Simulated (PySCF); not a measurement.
# C3H4INO: the cost of one run

Computed with PySCF 2.14.0 and routines of our own; the level stands in each step. Atoms count from 0.

## Step 1: The starting structure

10 atoms, charge 0, multiplicity 1; geometry from: GFN2-xTB.

## Step 2: Optimising the geometry at PBE0-D3(BJ)/def2-SVP

What the job is given:

```
{"job": {"xc": "PBE0", "basis": "def2-SVP", "d3": "d3bj", "grid": 1, "maxiter": 30, "shake": 0.01, "kind": "geom"}, "charge": 0, "multiplicity": 1}
N     -1.813350    -0.230930    -0.171100
C     -0.657290     0.409020     0.067910
O     -0.615050     1.576890     0.386670
C      0.564370    -0.459960    -0.100570
C      1.783150    -0.082940     0.078940
I      2.397560     1.837630     0.651600
H     -1.891170    -1.171980    -0.443930
H     -2.664500     0.336060    -0.084750
H      0.334810    -1.479360    -0.372270
H      2.611900    -0.755370    -0.033550
```

Launch:

```bash
$ OMP_NUM_THREADS=1 python heavy_run.py task.json out
```

This one command runs all jobs of the session in turn.

Q: Estimate the wall time and peak memory of this first job on 1 thread of AMD EPYC 9R45, shared host.

About 47 s, with a peak of 0.5 GiB.
